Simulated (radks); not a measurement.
**Sc²⁺ in [Ar] 4p1: an all-electron calculation**

The task here is to estimate one member of a computed series from the others.

Method: scalar-relativistic Kohn-Sham, LDA (Slater exchange, Perdew-Wang correlation), spin-unpolarised, spherical densities, finite nucleus. Code: radks (a radial shooting solver on a logarithmic mesh, Libxc functionals) version 1.

## What is computed

* element: scandium (Z = 21)
* charge: +2
* electrons: 19
* configuration: [Ar] 4p1
* nuclear rms radius: 3.5459 fm

Outer shells as boxes (Hund's rule):

Sc²⁺
```
[Ar] core
4p [↑ ][  ][  ]
```

Set-up of the first run:

Settings of this run:

```text
Z 21
configuration [Ar] 4p1
relativity scalar-relativistic
functional lda,pw
spin unpolarised
nucleus finite rms 3.5459 fm
c 137.035999084
```

On the command line:

```sh
python run_ks.py task.json out
```

All runs below come from this command, one after another.

Among the steps run: Self-consistent calculation.

One table of the session follows, with a row left open; its other results are not shown here.

It belongs to the step «Shells». From the orbitals of this run (lengths in bohr):

| level | <r> | outermost maximum (interpolated) | 90 % within | nodes |
| --- | --- | --- | --- | --- |
| 1s | 0.07320 | 0.0479 | 0.131 | 0 |
| 2s | 0.3446 | 0.284 | 0.536 | 1 |
| 2p | ? | ? | ? | ? |
| 3s | 1.060 | 0.921 | 1.58 | 2 |
| 3p | 1.136 | 0.956 | 1.74 | 1 |
| 4p | 3.370 | 3.03 | 4.91 | 2 |

Estimate the missing values for 2p.

As computed: <r>: 0.3082; outermost maximum (interpolated): 0.232; 90 % within: 0.508; nodes: 0. In the column «<r>» it lies between 1s (0.07320) and 2s (0.3446).
